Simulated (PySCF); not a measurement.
# GeH₃Br: NMR shieldings

What do calculations give for the NMR shieldings of GeH₃Br (`[GeH3][Br]`)?

Programs: PySCF 2.14.0, with routines of our own; each step states its level. All values are computed. Atoms count from 0.

### 1 The system as given

5 atoms, charge 0, multiplicity 1; geometry from: GFN2-xTB.

### 2 Optimising the geometry at PBE0-D3(BJ)/def2-SVP

Job settings and geometry (Å):

```
{"job": {"xc": "PBE0", "basis": "def2-SVP", "d3": "d3bj", "grid": 1, "maxiter": 30, "shake": 0.01, "kind": "geom"}, "charge": 0, "multiplicity": 1}
Ge    -0.162260    -0.029000    -0.006660
Br     2.068000     0.036050     0.075620
H     -0.686220    -0.647210     1.245960
H     -0.617660     1.417690    -0.124790
H     -0.568290    -0.811510    -1.228030
```

Launch:

```console
$ OMP_NUM_THREADS=1 python heavy_run.py task.json out
```

One launch serves the whole session: the jobs run in the order shown.

The program printed:

```text
step   0  E = -4651.85412614  max force = 0.025737
step   1  E = -4651.85681864  max force = 0.004953
step   2  E = -4651.85703359  max force = 0.000724
step   3  E = -4651.85703707  max force = 0.000160
optimisation converged
```

Wall time 7.6 s (1 thread of Arm Neoverse V2, shared host); peak memory 0.34 GiB.

Step by step:

```tsv
step	energy from step 0 (eV)	largest force component (eV/Å)
0	0.0000	1.3235
1	-0.0733	0.2547
2	-0.0791	0.0372
3	-0.0792	0.0082
```

Distances of close pairs at the start and the end, largest changes first:

```tsv
bond	before (Å)	after (Å)	change (Å)
Ge0–Br1	2.233	2.312	+0.080
Ge0–H2	1.492	1.534	+0.042
Ge0–H4	1.506	1.534	+0.028
Ge0–H3	1.521	1.534	+0.013
```

The next job starts from the end point, and lists it.

```tsv
at the end point	value
point group (found at 0.08 Å tolerance)	C3v
rotational constants (GHz, main isotopes)	77.953, 2.346, 2.346
dipole moment (D)	1.90
```

### 3 NMR shieldings: PBE0/pcJ-1 Br:dyall-v2z Ge:dyall-v2z (PBE0), spin–orbit

Job settings and geometry (Å):

```
{"job": {"kind": "hnmr", "xc": "PBE0", "basis": {"default": "pcJ-1", "Br": "dyall-v2z", "Ge": "dyall-v2z"}, "rel": "so"}, "charge": 0, "multiplicity": 1}
Ge     0.124360     0.170165    -0.052874
Br     2.432269     0.225429     0.080510
H     -0.392962    -0.486680     1.233426
H     -0.360132     1.620734    -0.176425
H     -0.245309    -0.654874    -1.292603
```

Level: PBE0/pcJ-1 Br:dyall-v2z Ge:dyall-v2z GIAO NMR shielding, X2C with spin-orbit coupling, screened-nuclear two-electron part, Gaussian nuclei, gas phase.

The program printed:

```text
spin-free SCF
coarse grid: 22168 points
cycle   1  E = -4706.3934573035  dE = -1.580e-01  |g| = 4.860e-01  |ddm| = 1.657e+00
cycle   2  E = -4706.3758235232  dE =  1.763e-02  |g| = 6.697e-01  |ddm| = 6.839e-01
cycle   3  E = -4706.4172469696  dE = -4.142e-02  |g| = 5.360e-02  |ddm| = 3.599e-01
cycle   4  E = -4706.4172714933  dE = -2.452e-05  |g| = 2.265e-02  |ddm| = 3.850e-02
cycle   5  E = -4706.4173632389  dE = -9.175e-05  |g| = 2.363e-03  |ddm| = 2.279e-02
cycle   6  E = -4706.4173640470  dE = -8.082e-07  |g| = 1.059e-03  |ddm| = 2.908e-03
final grid: 42232 points
cycle   7  E = -4706.4176278533  dE = -3.939e-08  |g| = 1.562e-03  |ddm| = 2.114e-03
cycle   8  E = -4706.4176276758  dE =  1.775e-07  |g| = 1.976e-03  |ddm| = 2.559e-03
cycle   9  E = -4706.4176281597  dE = -4.839e-07  |g| = 2.395e-04  |ddm| = 1.371e-03
cycle  10  E = -4706.4176281608  dE = -1.073e-09  |g| = 1.252e-04  |ddm| = 1.177e-04
cycle  11  E = -4706.4176281622  dE = -1.421e-09  |g| = 1.317e-05  |ddm| = 6.472e-05
converged SCF energy = -4706.4176281622
two-component SCF
cycle   1  E = -4706.3135334843  dE = -4.706e+03  |FDS-SDF| = 2.660e+01
cycle   2  E = -4706.5384268465  dE = -2.249e-01  |FDS-SDF| = 1.200e-01
cycle   3  E = -4706.5386058190  dE = -1.790e-04  |FDS-SDF| = 4.524e-03
cycle   4  E = -4706.5386134516  dE = -7.633e-06  |FDS-SDF| = 2.219e-03
cycle   5  E = -4706.5386142619  dE = -8.103e-07  |FDS-SDF| = 1.017e-03
cycle   6  E = -4706.5386146009  dE = -3.390e-07  |FDS-SDF| = 2.994e-04
cycle   7  E = -4706.5386146223  dE = -2.140e-08  |FDS-SDF| = 1.202e-04
cycle   8  E = -4706.5386146263  dE = -3.989e-09  |FDS-SDF| = 1.464e-05
converged, E = -4706.5386146263

Field gradients (au) and densities at the nuclei (bohr^-3)
atom        Vxx        Vyy        Vzz        centre      nuclear mean
  0 Ge    -0.9972    -0.9985     1.9957      29255.703      29226.327
  1 Br    -2.9252    -2.9283     5.8535      40817.305      40757.552
  2 H     -0.0660    -0.0687     0.1348          0.407          0.407
  3 H     -0.0660    -0.0687     0.1347          0.407          0.407
  4 H     -0.0659    -0.0687     0.1346          0.407          0.407
without picture change
  0 Ge                           2.0588                     45024.519
  1 Br                           6.0487                     66240.559

Core orbital energies (eV)
atom   shell        mean    spread
  0 Ge 1s       -11006.985   0.000
  0 Ge 2s        -1391.799   0.000
  0 Ge 3s         -177.251   0.000
  0 Ge 4s          -17.428   0.000
  0 Ge 2p1/2     -1236.494   0.000
  0 Ge 2p3/2     -1204.734   0.030
  0 Ge 3p1/2      -125.648   0.000
  0 Ge 3p3/2      -121.304   0.091
  0 Ge 3d3/2       -33.862   0.101
  0 Ge 3d5/2       -33.272   0.143
  1 Br 1s       -13364.371   0.000
  1 Br 2s        -1753.703   0.000
  1 Br 3s         -246.710   0.000
  1 Br 4s          -21.939   0.000
  1 Br 2p1/2     -1577.324   0.000
  1 Br 2p3/2     -1529.973   0.051
  1 Br 3p1/2      -185.004   0.000
  1 Br 3p3/2      -178.064   0.177
  1 Br 3d3/2       -71.075   0.199
  1 Br 3d5/2       -69.990   0.265

Shielding tensors (ppm)
atom      isotropic    diamagn.    paramagn.     s11        s22        s33       span
  0 Ge     1710.23     2650.03     -939.79    1655.01    1656.01    1819.68     164.66
  1 Br     3135.79     2986.65      149.15    3109.26    3110.13    3187.99      78.73
  2 H        26.54       27.19       -0.65      20.21      22.14      37.27      17.06
  3 H        26.53       27.04       -0.51      20.20      22.14      37.26      17.07
  4 H        26.54       27.14       -0.61      20.22      22.13      37.26      17.04
```

It took 58 s on 1 thread of Arm Neoverse V2, shared host; peak memory 1.1 GiB.

From this job:

```tsv
quantity	value
energy from spin-orbit coupling	-0.1210 Eh
```

### 4 NMR shieldings: KT2/pcJ-1 Br:dyall-v2z Ge:dyall-v2z (KT2), spin–orbit

Job settings and geometry (Å):

```
{"job": {"kind": "hnmr", "xc": "KT2", "basis": {"default": "pcJ-1", "Br": "dyall-v2z", "Ge": "dyall-v2z"}, "rel": "so"}, "charge": 0, "multiplicity": 1}
Ge     0.124360     0.170165    -0.052874
Br     2.432269     0.225429     0.080510
H     -0.392962    -0.486680     1.233426
H     -0.360132     1.620734    -0.176425
H     -0.245309    -0.654874    -1.292603
```

With the program's defaults for keys left out, this is: KT2/pcJ-1 Br:dyall-v2z Ge:dyall-v2z GIAO NMR shielding, X2C with spin-orbit coupling, screened-nuclear two-electron part, Gaussian nuclei, gas phase.

The program printed:

```text
spin-free SCF
coarse grid: 22168 points
cycle   1  E = -4725.9479480459  dE = -1.228e-01  |g| = 1.480e+00  |ddm| = 1.701e+00
cycle   2  E = -4725.9131035860  dE =  3.484e-02  |g| = 7.830e-01  |ddm| = 8.668e-01
cycle   3  E = -4725.9295260075  dE = -1.642e-02  |g| = 5.846e-01  |ddm| = 9.980e-01
cycle   4  E = -4725.9718834063  dE = -4.236e-02  |g| = 1.212e-01  |ddm| = 5.221e-01
cycle   5  E = -4725.9733030289  dE = -1.420e-03  |g| = 1.990e-02  |ddm| = 7.216e-02
cycle   6  E = -4725.9733248641  dE = -2.184e-05  |g| = 4.337e-03  |ddm| = 1.083e-02
cycle   7  E = -4725.9733294189  dE = -4.555e-06  |g| = 1.121e-03  |ddm| = 6.591e-03
final grid: 42232 points
cycle   8  E = -4725.9732707292  dE = -3.385e-06  |g| = 4.456e-02  |ddm| = 3.866e-03
cycle   9  E = -4725.9732682836  dE =  2.446e-06  |g| = 4.536e-03  |ddm| = 6.438e-03
cycle  10  E = -4725.9732599919  dE =  8.292e-06  |g| = 8.733e-03  |ddm| = 1.126e-02
cycle  11  E = -4725.9732718507  dE = -1.186e-05  |g| = 3.893e-04  |ddm| = 6.696e-03
cycle  12  E = -4725.9732719024  dE = -5.170e-08  |g| = 4.800e-05  |ddm| = 5.216e-04
cycle  13  E = -4725.9732719025  dE = -1.073e-10  |g| = 3.975e-06  |ddm| = 1.754e-05
converged SCF energy = -4725.9732719025
two-component SCF
cycle   1  E = -4725.8685310940  dE = -4.726e+03  |FDS-SDF| = 2.670e+01
cycle   2  E = -4726.0946554514  dE = -2.261e-01  |FDS-SDF| = 9.448e-03
cycle   3  E = -4726.0946554341  dE =  1.731e-08  |FDS-SDF| = 3.057e-03
cycle   4  E = -4726.0946554093  dE =  2.479e-08  |FDS-SDF| = 2.532e-03
cycle   5  E = -4726.0946558602  dE = -4.509e-07  |FDS-SDF| = 5.678e-04
cycle   6  E = -4726.0946558784  dE = -1.817e-08  |FDS-SDF| = 4.961e-05
converged, E = -4726.0946558784

Field gradients (au) and densities at the nuclei (bohr^-3)
atom        Vxx        Vyy        Vzz        centre      nuclear mean
  0 Ge    -0.9232    -0.9245     1.8477      29665.158      29633.441
  1 Br    -2.8807    -2.8845     5.7652      41423.127      41358.101
  2 H     -0.0657    -0.0683     0.1340          0.429          0.429
  3 H     -0.0656    -0.0683     0.1339          0.429          0.429
  4 H     -0.0656    -0.0682     0.1338          0.429          0.429
without picture change
  0 Ge                           1.9061                     45746.079
  1 Br                           5.9573                     67351.279

Core orbital energies (eV)
atom   shell        mean    spread
  0 Ge 1s       -10991.731   0.000
  0 Ge 2s        -1378.625   0.000
  0 Ge 3s         -170.871   0.000
  0 Ge 4s          -15.598   0.000
  0 Ge 2p1/2     -1224.826   0.000
  0 Ge 2p3/2     -1193.183   0.031
  0 Ge 3p1/2      -120.127   0.000
  0 Ge 3p3/2      -115.868   0.094
  0 Ge 3d3/2       -30.549   0.094
  0 Ge 3d5/2       -29.977   0.136
  1 Br 1s       -13348.043   0.000
  1 Br 2s        -1739.505   0.000
  1 Br 3s         -239.888   0.000
  1 Br 4s          -19.712   0.000
  1 Br 2p1/2     -1564.662   0.000
  1 Br 2p3/2     -1517.463   0.056
  1 Br 3p1/2      -179.100   0.000
  1 Br 3p3/2      -172.273   0.192
  1 Br 3d3/2       -67.559   0.196
  1 Br 3d5/2       -66.495   0.262

Shielding tensors (ppm)
atom      isotropic    diamagn.    paramagn.     s11        s22        s33       span
  0 Ge     1718.51     2657.30     -938.78    1657.45    1658.45    1839.64     182.20
  1 Br     3088.59     2993.01       95.59    3057.41    3058.33    3150.03      92.62
  2 H        26.57       27.30       -0.73      20.48      22.27      36.98      16.50
  3 H        26.57       27.16       -0.59      20.46      22.28      36.97      16.51
  4 H        26.58       27.26       -0.68      20.49      22.27      36.97      16.48
```

It took 16 s on 1 thread of Arm Neoverse V2, shared host; peak memory 0.75 GiB.

From this job:

```tsv
quantity	value
energy from spin-orbit coupling	-0.1214 Eh
```

### 5 NMR shieldings: B3LYP/pcJ-1 Br:dyall-v2z Ge:dyall-v2z (B3LYP), spin–orbit

Job settings and geometry (Å):

```
{"job": {"kind": "hnmr", "xc": "B3LYP", "basis": {"default": "pcJ-1", "Br": "dyall-v2z", "Ge": "dyall-v2z"}, "rel": "so"}, "charge": 0, "multiplicity": 1}
Ge     0.124360     0.170165    -0.052874
Br     2.432269     0.225429     0.080510
H     -0.392962    -0.486680     1.233426
H     -0.360132     1.620734    -0.176425
H     -0.245309    -0.654874    -1.292603
```

Method: B3LYP/pcJ-1 Br:dyall-v2z Ge:dyall-v2z GIAO NMR shielding, X2C with spin-orbit coupling, screened-nuclear two-electron part, Gaussian nuclei, gas phase.

The program printed:

```text
spin-free SCF
coarse grid: 22168 points
cycle   1  E = -4707.0475307569  dE = -1.553e-01  |g| = 4.680e-01  |ddm| = 1.682e+00
cycle   2  E = -4707.0194798774  dE =  2.805e-02  |g| = 7.654e-01  |ddm| = 7.620e-01
cycle   3  E = -4707.0741299410  dE = -5.465e-02  |g| = 5.051e-02  |ddm| = 4.051e-01
cycle   4  E = -4707.0743731747  dE = -2.432e-04  |g| = 1.701e-02  |ddm| = 4.360e-02
cycle   5  E = -4707.0743926608  dE = -1.949e-05  |g| = 2.072e-03  |ddm| = 8.457e-03
cycle   6  E = -4707.0743930366  dE = -3.758e-07  |g| = 5.876e-04  |ddm| = 1.673e-03
final grid: 42232 points
cycle   7  E = -4707.0745850831  dE = -4.802e-08  |g| = 6.455e-04  |ddm| = 8.578e-04
cycle   8  E = -4707.0745850807  dE =  2.329e-09  |g| = 7.400e-04  |ddm| = 8.074e-04
cycle   9  E = -4707.0745851360  dE = -5.530e-08  |g| = 1.107e-04  |ddm| = 3.867e-04
cycle  10  E = -4707.0745851368  dE = -7.940e-10  |g| = 1.461e-05  |ddm| = 3.798e-05
converged SCF energy = -4707.0745851368
two-component SCF
cycle   1  E = -4706.9703784209  dE = -4.707e+03  |FDS-SDF| = 2.661e+01
cycle   2  E = -4707.1957416730  dE = -2.254e-01  |FDS-SDF| = 9.675e-02
cycle   3  E = -4707.1958703063  dE = -1.286e-04  |FDS-SDF| = 3.661e-03
cycle   4  E = -4707.1958751416  dE = -4.835e-06  |FDS-SDF| = 2.510e-03
cycle   5  E = -4707.1958756704  dE = -5.288e-07  |FDS-SDF| = 7.582e-04
cycle   6  E = -4707.1958758668  dE = -1.964e-07  |FDS-SDF| = 3.181e-04
cycle   7  E = -4707.1958758801  dE = -1.331e-08  |FDS-SDF| = 7.402e-05
converged, E = -4707.1958758801

Field gradients (au) and densities at the nuclei (bohr^-3)
atom        Vxx        Vyy        Vzz        centre      nuclear mean
  0 Ge    -0.9645    -0.9659     1.9304      29256.311      29226.866
  1 Br    -2.9600    -2.9632     5.9232      40821.657      40761.711
  2 H     -0.0661    -0.0687     0.1348          0.423          0.423
  3 H     -0.0661    -0.0687     0.1347          0.423          0.423
  4 H     -0.0660    -0.0687     0.1347          0.423          0.423
without picture change
  0 Ge                           1.9913                     45027.466
  1 Br                           6.1204                     66250.765

Core orbital energies (eV)
atom   shell        mean    spread
  0 Ge 1s       -10996.457   0.000
  0 Ge 2s        -1387.781   0.000
  0 Ge 3s         -175.391   0.000
  0 Ge 4s          -17.060   0.000
  0 Ge 2p1/2     -1233.564   0.000
  0 Ge 2p3/2     -1201.841   0.030
  0 Ge 3p1/2      -124.255   0.000
  0 Ge 3p3/2      -119.919   0.089
  0 Ge 3d3/2       -33.213   0.097
  0 Ge 3d5/2       -32.627   0.139
  1 Br 1s       -13352.476   0.000
  1 Br 2s        -1749.048   0.000
  1 Br 3s         -244.369   0.000
  1 Br 4s          -21.465   0.000
  1 Br 2p1/2     -1573.828   0.000
  1 Br 2p3/2     -1526.525   0.053
  1 Br 3p1/2      -183.180   0.000
  1 Br 3p3/2      -176.258   0.180
  1 Br 3d3/2       -70.059   0.199
  1 Br 3d5/2       -68.979   0.266

Shielding tensors (ppm)
atom      isotropic    diamagn.    paramagn.     s11        s22        s33       span
  0 Ge     1681.93     2649.57     -967.64    1626.94    1627.94    1790.91     163.97
  1 Br     3081.42     2986.76       94.66    3037.44    3038.32    3168.51     131.07
  2 H        26.76       27.42       -0.65      20.55      22.35      37.38      16.83
  3 H        26.76       27.26       -0.51      20.54      22.35      37.38      16.84
  4 H        26.76       27.37       -0.60      20.56      22.34      37.38      16.81
```

It took 56 s on 1 thread of Arm Neoverse V2, shared host; peak memory 1 GiB.

In short:

```tsv
quantity	value
energy from spin-orbit coupling	-0.1213 Eh
```

### 6 NMR shieldings: BHandHLYP/pcJ-1 Br:dyall-v2z Ge:dyall-v2z (BHandHLYP), spin–orbit

Job settings and geometry (Å):

```
{"job": {"kind": "hnmr", "xc": "BHandHLYP", "basis": {"default": "pcJ-1", "Br": "dyall-v2z", "Ge": "dyall-v2z"}, "rel": "so"}, "charge": 0, "multiplicity": 1}
Ge     0.124360     0.170165    -0.052874
Br     2.432269     0.225429     0.080510
H     -0.392962    -0.486680     1.233426
H     -0.360132     1.620734    -0.176425
H     -0.245309    -0.654874    -1.292603
```

With the program's defaults for keys left out, this is: BHandHLYP/pcJ-1 Br:dyall-v2z Ge:dyall-v2z GIAO NMR shielding, X2C with spin-orbit coupling, screened-nuclear two-electron part, Gaussian nuclei, gas phase.

The program printed:

```text
spin-free SCF
coarse grid: 22168 points
cycle   1  E = -4706.8824413933  dE = -1.785e-01  |g| = 3.752e-01  |ddm| = 1.646e+00
cycle   2  E = -4706.8857376588  dE = -3.296e-03  |g| = 4.761e-01  |ddm| = 5.965e-01
cycle   3  E = -4706.9076841663  dE = -2.195e-02  |g| = 3.780e-02  |ddm| = 2.401e-01
cycle   4  E = -4706.9079718023  dE = -2.876e-04  |g| = 1.258e-02  |ddm| = 5.685e-02
cycle   5  E = -4706.9080189386  dE = -4.714e-05  |g| = 4.222e-03  |ddm| = 1.576e-02
cycle   6  E = -4706.9080202118  dE = -1.273e-06  |g| = 8.645e-04  |ddm| = 2.315e-03
final grid: 42232 points
cycle   7  E = -4706.9081518857  dE = -1.089e-07  |g| = 7.458e-04  |ddm| = 1.067e-03
cycle   8  E = -4706.9081518936  dE = -7.853e-09  |g| = 7.358e-04  |ddm| = 6.756e-04
cycle   9  E = -4706.9081519215  dE = -2.795e-08  |g| = 4.309e-05  |ddm| = 2.831e-04
cycle  10  E = -4706.9081519217  dE = -1.974e-10  |g| = 1.913e-05  |ddm| = 3.108e-05
converged SCF energy = -4706.9081519217
two-component SCF
cycle   1  E = -4706.8041505456  dE = -4.707e+03  |FDS-SDF| = 2.658e+01
cycle   2  E = -4707.0283952551  dE = -2.242e-01  |FDS-SDF| = 2.340e-01
cycle   3  E = -4707.0289287573  dE = -5.335e-04  |FDS-SDF| = 1.271e-02
cycle   4  E = -4707.0289612069  dE = -3.245e-05  |FDS-SDF| = 2.898e-03
cycle   5  E = -4707.0289681377  dE = -6.931e-06  |FDS-SDF| = 1.804e-03
cycle   6  E = -4707.0289694464  dE = -1.309e-06  |FDS-SDF| = 7.030e-04
cycle   7  E = -4707.0289699747  dE = -5.283e-07  |FDS-SDF| = 2.599e-04
cycle   8  E = -4707.0289699911  dE = -1.640e-08  |FDS-SDF| = 6.196e-05
converged, E = -4707.0289699911

Field gradients (au) and densities at the nuclei (bohr^-3)
atom        Vxx        Vyy        Vzz        centre      nuclear mean
  0 Ge    -1.0178    -1.0192     2.0370      29238.039      29208.699
  1 Br    -2.9075    -2.9104     5.8179      40794.487      40734.761
  2 H     -0.0665    -0.0690     0.1355          0.416          0.416
  3 H     -0.0664    -0.0690     0.1354          0.415          0.415
  4 H     -0.0664    -0.0690     0.1354          0.415          0.415
without picture change
  0 Ge                           2.1015                     44992.035
  1 Br                           6.0127                     66196.620

Core orbital energies (eV)
atom   shell        mean    spread
  0 Ge 1s       -11066.737   0.000
  0 Ge 2s        -1413.274   0.000
  0 Ge 3s         -185.771   0.000
  0 Ge 4s          -19.160   0.000
  0 Ge 2p1/2     -1254.556   0.000
  0 Ge 2p3/2     -1222.524   0.027
  0 Ge 3p1/2      -132.602   0.000
  0 Ge 3p3/2      -128.158   0.080
  0 Ge 3d3/2       -37.839   0.101
  0 Ge 3d5/2       -37.222   0.147
  1 Br 1s       -13430.212   0.000
  1 Br 2s        -1777.666   0.000
  1 Br 3s         -256.514   0.000
  1 Br 4s          -24.076   0.000
  1 Br 2p1/2     -1597.646   0.000
  1 Br 2p3/2     -1549.938   0.040
  1 Br 3p1/2      -193.101   0.000
  1 Br 3p3/2      -186.021   0.155
  1 Br 3d3/2       -75.964   0.193
  1 Br 3d5/2       -74.847   0.257

Shielding tensors (ppm)
atom      isotropic    diamagn.    paramagn.     s11        s22        s33       span
  0 Ge     1752.41     2649.28     -896.87    1705.33    1706.27    1845.63     140.31
  1 Br     3170.27     2987.13      183.15    3147.43    3148.26    3215.13      67.70
  2 H        26.89       27.44       -0.54      20.62      22.40      37.66      17.04
  3 H        26.89       27.28       -0.39      20.61      22.40      37.66      17.05
  4 H        26.89       27.38       -0.49      20.63      22.39      37.66      17.03
```

It took 63 s on 1 thread of Arm Neoverse V2, shared host; peak memory 1 GiB.

In short:

```tsv
quantity	value
energy from spin-orbit coupling	-0.1208 Eh
```

### 7 Shieldings side by side

```tsv
run	Br1	Ge0	H3	H2	H4	time
step 3, PBE0/pcJ-1 Br:dyall-v2z Ge:dyall-v2z (PBE0), spin–orbit	3135.8	1710.2	26.5	26.5	26.5	58 s
step 4, KT2/pcJ-1 Br:dyall-v2z Ge:dyall-v2z (KT2), spin–orbit	3088.6	1718.5	26.6	26.6	26.6	16 s
step 5, B3LYP/pcJ-1 Br:dyall-v2z Ge:dyall-v2z (B3LYP), spin–orbit	3081.4	1681.9	26.8	26.8	26.8	56 s
step 6, BHandHLYP/pcJ-1 Br:dyall-v2z Ge:dyall-v2z (BHandHLYP), spin–orbit	3170.3	1752.4	26.9	26.9	26.9	63 s
```

### 8 Outcome

| quantity | value |
| --- | --- |
| point group | C3v |
| rotational constants (main isotopes) | 77.95, 2.35, 2.35 GHz |
| energy from spin-orbit coupling (step 3, PBE0/pcJ-1 Br:dyall-v2z Ge:dyall-v2z (PBE0), spin–orbit) | -0.1210 Eh |
| shieldings (step 3, PBE0/pcJ-1 Br:dyall-v2z Ge:dyall-v2z (PBE0), spin–orbit) | Ge0 1710.2, Br1 3135.8, H2 26.5, H3 26.5, H4 26.5 ppm |
| energy from spin-orbit coupling (step 4, KT2/pcJ-1 Br:dyall-v2z Ge:dyall-v2z (KT2), spin–orbit) | -0.1214 Eh |
| shieldings (step 4, KT2/pcJ-1 Br:dyall-v2z Ge:dyall-v2z (KT2), spin–orbit) | Ge0 1718.5, Br1 3088.6, H2 26.6, H3 26.6, H4 26.6 ppm |
| energy from spin-orbit coupling (step 5, B3LYP/pcJ-1 Br:dyall-v2z Ge:dyall-v2z (B3LYP), spin–orbit) | -0.1213 Eh |
| shieldings (step 5, B3LYP/pcJ-1 Br:dyall-v2z Ge:dyall-v2z (B3LYP), spin–orbit) | Ge0 1681.9, Br1 3081.4, H2 26.8, H3 26.8, H4 26.8 ppm |
| energy from spin-orbit coupling (step 6, BHandHLYP/pcJ-1 Br:dyall-v2z Ge:dyall-v2z (BHandHLYP), spin–orbit) | -0.1208 Eh |
| shieldings (step 6, BHandHLYP/pcJ-1 Br:dyall-v2z Ge:dyall-v2z (BHandHLYP), spin–orbit) | Ge0 1752.4, Br1 3170.3, H2 26.9, H3 26.9, H4 26.9 ppm |

**Reading.** Over 3 steps the energy fell by 0.079 eV; of the close pairs, Ge0–Br1 changed most, 2.233 to 2.312 Å. No frequency check was run at this level, so the end point may be a saddle. In step 3, Ge0 has the widest tensor, 165 ppm. Br1 moves most between the runs, by 89 ppm; the labels say what changes from run to run.
